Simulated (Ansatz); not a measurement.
# A workflow on GeH3Cl (chlorogermane)

Wanted: a series of 34 runs (HF/STO-3G, UHF/STO-3G, HF/3-21G, UHF/3-21G, HF/6-31G*, UHF/6-31G*, B3LYP/6-31G*, UB3LYP/6-31G*, and more) of ClGeH3. 

The results are computed with Ansatz 0.2.0.

## (1) Starting point

The species is GeH3Cl (5 atoms), meant as a singlet with charge 0. SMILES: `[Cl][GeH3]`. The coordinates come from a PBE0-D4/def2-TZVP relaxation. The run starts from this shape.

Bond lengths: Cl1–Ge2 2.155 Å, Ge2–H3 1.532 Å, Ge2–H4 1.532 Å, Ge2–H5 1.532 Å. Angles: Cl1–Ge2–H3 107.1°, Cl1–Ge2–H4 107.1°, Cl1–Ge2–H5 107.1°, H3–Ge2–H4 111.7°, H3–Ge2–H5 111.7°, H4–Ge2–H5 111.7°.

## (2) A structure relaxation at HF/STO-3G (run 1)

File molecule.yaml:

```yaml
crystal:
  periodic: [false, false, false]
  atoms:
    - {symbol: Cl, position_ang: [-1.875800, -0.025100, 0.641300]}
    - {symbol: Ge, position_ang: [0.161800, -0.013900, -0.060600]}
    - {symbol: H, position_ang: [0.160400, 0.656200, -1.438100]}
    - {symbol: H, position_ang: [0.619000, -1.473700, -0.140600]}
    - {symbol: H, position_ang: [0.984500, 0.782900, 0.956700]}
basis:
  gaussian:
    orbitals: STO-3G
hamiltonian:
  xc: hf
relax:
  f_tol: 0.002
output:
  orbitals: {seedname: orbitals}
```

The run is started by

```sh
$ ansatz run molecule.yaml --threads 1 --pin off --max-ram 3480MiB --events-out events.jsonl --progress --plain --runs-dir runs
```

What it wrote:

```text
Warning: RAYON_NUM_THREADS=1 ignored (pool sized by the plan → 1); use --threads N
The last accepted step is kept in runs//last_step.txt (removed where the run ends without a failure and the disk answers)
[... 43 lines left out ...]
Total energy: -68250.15459657 eV, -2508.1469198076 hartree
[... 5 lines left out ...]
Dipole moment:     0.612361     0.003371    -0.210918 e Å
```

Wall time 2.1 s (1 thread of Arm Neoverse V1, shared host); peak memory 0.086 GiB.

Steps, from the record of the run:

| step | energy from the first frame kept (eV) | largest force (eV/Å) |
| --- | --- | --- |
| 1 | 0.0000 | 1.9114 |
| 2 | -0.2909 | 0.2757 |
| 3 | -0.2918 | 0.0504 |
| 4 | -0.2922 | 0.0395 |
| 5 | -0.2922 | 0.0007 |

After the run. Bond lengths: Cl1–Ge2 2.158 Å, Ge2–H3 1.435 Å, Ge2–H4 1.435 Å, Ge2–H5 1.435 Å. Angles: Cl1–Ge2–H3 106.7°, Cl1–Ge2–H4 106.7°, Cl1–Ge2–H5 106.7°, H3–Ge2–H4 112.1°, H3–Ge2–H5 112.1°, H4–Ge2–H5 112.1°.

## (3) Vibrational wavenumbers at HF/STO-3G (run 2)

File run.yaml:

```yaml
basis:
  gaussian: {orbitals: STO-3G}
crystal:
  periodic: [false, false, false]
  atoms:
    - {symbol: Cl, position_ang: [-1.856785, -0.024998, 0.634717]}
    - {symbol: Ge, position_ang: [0.183765, -0.013764, -0.068118]}
    - {symbol: H, position_ang: [0.173052, 0.614990, -1.357585]}
    - {symbol: H, position_ang: [0.603423, -1.383759, -0.140032]}
    - {symbol: H, position_ang: [0.946444, 0.733930, 0.889718]}
hamiltonian: {xc: hf}
phonons: {temperatures: {t_min: 298.15, t_max: 298.15, t_step: 1}}
```

The run is started by

```sh
$ ansatz run run.yaml --threads 1 --pin off --max-ram 3480MiB --events-out events.jsonl --progress --plain --runs-dir runs
```

What it wrote:

```text
Warning: RAYON_NUM_THREADS=1 ignored (pool sized by the plan → 1); use --threads N
[... 106 lines left out ...]
Total energy: -68250.15460389 eV, -2508.1469200766 hartree
[... 5 lines left out ...]
Dipole moment:     0.612361     0.003371    -0.210918 e Å
Vibrations: 487.68 735.87 735.87 1063.87 1100.21 1100.21 2435.08 2435.08 2483.51 cm⁻¹, zero-point energy 0.779697 eV
```

Run time: 4.8 s. Hardware: 1 thread of Arm Neoverse V1, shared host; peak memory 0.079 GiB.

Runs 3 to 8 aren't shown in full; the table further down has their settings and results.

## (4) A structure relaxation at HF/6-31G(d) (Cartesian functions) (run 9)

File input.yaml:

```yaml
crystal:
  periodic: [false, false, false]
  atoms:
    - {symbol: Cl, position_ang: [-1.875800, -0.025100, 0.641300]}
    - {symbol: Ge, position_ang: [0.161800, -0.013900, -0.060600]}
    - {symbol: H, position_ang: [0.160400, 0.656200, -1.438100]}
    - {symbol: H, position_ang: [0.619000, -1.473700, -0.140600]}
    - {symbol: H, position_ang: [0.984500, 0.782900, 0.956700]}
basis:
  gaussian: {orbitals: "6-31G*"}
hamiltonian: {xc: hf}
relax: {f_tol: 0.002}
output: {orbitals: {seedname: orbitals}}
```

The run is started by

```sh
$ ansatz run input.yaml --threads 1 --pin off --max-ram 3480MiB --events-out events.jsonl --progress --plain --runs-dir runs
```

What it wrote:

```text
Warning: RAYON_NUM_THREADS=1 ignored (pool sized by the plan → 1); use --threads N
The last accepted step is kept in runs//last_step.txt (removed where the run ends without a failure and the disk answers)
[... 37 lines left out ...]
Total energy: -69017.18593052 eV, -2536.3348014176 hartree
[... 5 lines left out ...]
Dipole moment:     0.515912     0.002840    -0.177697 e Å
```

Wall time 5.7 s (1 thread of Arm Neoverse V1, shared host); peak memory 0.11 GiB.

Steps, from the record of the run:

| step | energy from the first frame kept (eV) | largest force (eV/Å) |
| --- | --- | --- |
| 1 | 0.0000 | 0.3085 |
| 2 | -0.0024 | 0.0712 |
| 3 | -0.0026 | 0.0129 |
| 4 | -0.0026 | 0.0002 |

After the run. Bond lengths: Cl1–Ge2 2.172 Å, Ge2–H3 1.530 Å, Ge2–H4 1.530 Å, Ge2–H5 1.530 Å. Angles: Cl1–Ge2–H3 107.0°, Cl1–Ge2–H4 107.0°, Cl1–Ge2–H5 107.0°, H3–Ge2–H4 111.8°, H3–Ge2–H5 111.8°, H4–Ge2–H5 111.8°.

Runs 10 to 33 aren't shown in full; the table further down has their settings and results.

## (5) The harmonic vibrations at SVWN5/def2-TZVP (run 34)

File run.yaml:

```yaml
crystal:
  periodic: [false, false, false]
  atoms:
    - {symbol: Cl, position_ang: [-1.866340, -0.025055, 0.638020]}
    - {symbol: Ge, position_ang: [0.160070, -0.013893, -0.059958]}
    - {symbol: H, position_ang: [0.156621, 0.658040, -1.440645]}
    - {symbol: H, position_ang: [0.616497, -1.477836, -0.139559]}
    - {symbol: H, position_ang: [0.983052, 0.785145, 0.960842]}
basis:
  gaussian: {orbitals: def2-TZVP}
hamiltonian: {xc: {name: SVWN5}}
phonons: {temperatures: {t_min: 298.15, t_max: 298.15, t_step: 1}}
```

The run is started by

```sh
$ ansatz run run.yaml --threads 1 --pin off --max-ram 3480MiB --events-out events.jsonl --progress --plain --runs-dir runs
```

What it wrote:

```text
Warning: RAYON_NUM_THREADS=1 ignored (pool sized by the plan → 1); use --threads N
[... 19 lines left out ...]
746 factors; their error is unknown
[... 15 lines left out ...]
746 factors; their error is unknown
[... 14 lines left out ...]
746 factors; their error is unknown
[... 15 lines left out ...]
746 factors; their error is unknown
[... 9 lines left out ...]
746 factors; their error is unknown
[... 5 lines left out ...]
746 factors; their error is unknown
[... 4 lines left out ...]
746 factors; their error is unknown
[... 4 lines left out ...]
746 factors; their error is unknown
[... 4 lines left out ...]
746 factors; their error is unknown
[... 4 lines left out ...]
746 factors; their error is unknown
[... 10 lines left out ...]
Dipole moment:     0.368030     0.002030    -0.126769 e Å
Vibrations: 425.71 571.61 571.65 803.83 830.34 830.42 2112.89 2134.60 2134.60 cm⁻¹, zero-point energy 0.645687 eV
```

Run time: 19 s. Hardware: 1 thread of Arm Neoverse V1, shared host; peak memory 0.11 GiB.

## (6) Overview of the runs

| run | level | task | walk f tol | partner | energy (Eh) | dipole moment (D) | wall time |
| --- | --- | --- | --- | --- | --- | --- | --- |
| 1 | HF/STO-3G | optimise | 0.002 | base | -2508.146920 | 3.11 | 2.1 s |
| 2 | HF/STO-3G | frequencies | – | base | -2508.146920 | 3.11 | 4.8 s |
| 3 | UHF/STO-3G | energy | – | cation | -2507.810475 | – | 1.7 s |
| 4 | UHF/STO-3G | optimise | – | cation | -2507.834828 | – | 6.3 s |
| 5 | HF/3-21G | optimise | 0.002 | base | -2524.417958 | 3.85 | 2.4 s |
| 6 | HF/3-21G | frequencies | – | base | -2524.417958 | 3.85 | 5.4 s |
| 7 | UHF/3-21G | energy | – | cation | -2524.032135 | – | 1.2 s |
| 8 | UHF/3-21G | optimise | – | cation | -2524.058593 | – | 7.2 s |
| 9 | HF/6-31G* (Cartesian functions) | optimise | 0.002 | base | -2536.334801 | 2.62 | 5.7 s |
| 10 | HF/6-31G* (Cartesian functions) | frequencies | – | base | -2536.334801 | 2.62 | 17 s |
| 11 | UHF/6-31G* (Cartesian functions) | energy | – | cation | -2535.949748 | – | 7.2 s |
| 12 | UHF/6-31G* (Cartesian functions) | optimise | – | cation | -2535.969953 | – | 24 s |
| 13 | B3LYP/6-31G* (Cartesian functions) | optimise | 0.002 | base | -2538.796035 | 2.36 | 10 s |
| 14 | B3LYP/6-31G* (Cartesian functions) | frequencies | – | base | -2538.796035 | 2.36 | 28 s |
| 15 | UB3LYP/6-31G* (Cartesian functions) | energy | – | cation | -2538.388013 | – | 24 s |
| 16 | UB3LYP/6-31G* (Cartesian functions) | optimise | – | cation | -2538.395277 | – | 53 s |
| 17 | PBE/def2-SVP | optimise | 0.002 | base | -2538.110351 | 1.82 | 7.5 s |
| 18 | PBE/def2-SVP | frequencies | – | base | -2538.110351 | 1.82 | 15 s |
| 19 | UPBE/def2-SVP | energy | – | cation | -2537.713284 | – | 14 s |
| 20 | UPBE/def2-SVP | optimise | – | cation | -2537.720300 | – | 32 s |
| 21 | MP2/6-31G* (Cartesian functions) | optimise | 0.002 | base | -2536.714755 | 2.34 | 8.4 s |
| 22 | MP2/6-31G* (Cartesian functions) | frequencies | – | base | -2536.714755 | 2.34 | 29 s |
| 23 | UMP2/6-31G* (Cartesian functions) | energy | – | cation | -2536.305294 | – | 26 s |
| 24 | UMP2/6-31G* (Cartesian functions) | optimise | – | cation | -2536.320239 | – | 29 s |
| 25 | r2SCAN/def2-TZVP | optimise | 0.002 | base | -2539.008002 | 1.95 | 21 s |
| 26 | r2SCAN/def2-TZVP | frequencies | – | base | -2539.008002 | 1.95 | 45 s |
| 27 | MP2/aug-cc-pVDZ | optimise | 0.002 | base | -2536.899115 | 2.28 | 21 s |
| 28 | MP2/aug-cc-pVDZ | frequencies | – | base | -2536.899115 | 2.28 | 77 s |
| 29 | CCSD(T)/cc-pVDZ | optimise | 0.002 | base | -2536.913510 | 2.07 | 68 s |
| 30 | CCSD(T)/cc-pVDZ | frequencies | – | base | -2536.913510 | 2.07 | 4.4 min |
| 31 | B3LYP-D4/def2-TZVP | optimise | 0.002 | base | -2539.120279 | 2.03 | 13 s |
| 32 | B3LYP-D4/def2-TZVP | frequencies | – | base | -2539.120279 | 2.03 | 36 s |
| 33 | SVWN5/def2-TZVP | optimise | 0.002 | base | -2534.386719 | 1.87 | 6.9 s |
| 34 | SVWN5/def2-TZVP | frequencies | – | base | -2534.386719 | 1.87 | 19 s |

## (7) Outcome

| quantity | value |
| --- | --- |
| run 34, SVWN5/def2-TZVP: total energy | -2534.38672 Eh |
| run 34, SVWN5/def2-TZVP: dipole moment | 1.87 D |
| run 34, SVWN5/def2-TZVP: largest force on an atom | 0.000 eV/Å |
| run 34, SVWN5/def2-TZVP: lowest harmonic wavenumber | 426 cm⁻¹ |
| run 34, SVWN5/def2-TZVP: highest harmonic wavenumber | 2135 cm⁻¹ |
| run 34, SVWN5/def2-TZVP: zero-point energy | 62.3 kJ/mol |
| vertical ionisation energy (to the doublet cation), HF/STO-3G | 9.155 eV |
| vertical ionisation energy (to the doublet cation), HF/6-31G* | 10.478 eV |
| vertical ionisation energy (to the doublet cation), B3LYP/6-31G* | 11.103 eV |
| vertical ionisation energy (to the doublet cation), MP2/6-31G* | 11.142 eV |
| adiabatic ionisation energy (to the doublet cation, no zero-point term), HF/6-31G* | 9.928 eV |
| adiabatic ionisation energy (to the doublet cation, no zero-point term), B3LYP/6-31G* | 10.905 eV |
| adiabatic ionisation energy (to the doublet cation, no zero-point term), PBE/def2-SVP | 10.614 eV |
| adiabatic ionisation energy (to the doublet cation, no zero-point term), MP2/6-31G* | 10.735 eV |

In words: At HF/STO-3G: the vertical ionisation energy comes to 9.16 eV (883 kJ/mol). In a minimal basis such a difference can be off by several eV, whatever the method. At HF/6-31G*: the vertical ionisation energy comes to 10.48 eV (242 kcal/mol). At B3LYP/6-31G*: the vertical ionisation energy comes to 11.10 eV (256 kcal/mol). At MP2/6-31G*: the vertical ionisation energy comes to 11.14 eV (257 kcal/mol). At HF/6-31G*: the adiabatic ionisation energy (to the doublet cation, no zero-point term) is 9.93 eV (958 kJ/mol). Totals of different functionals can't be ranked against each other. In runs 1, 2, 3, 4 the basis is minimal, so the values are rough. All runs together took 16 min, the longest 4.4 min.
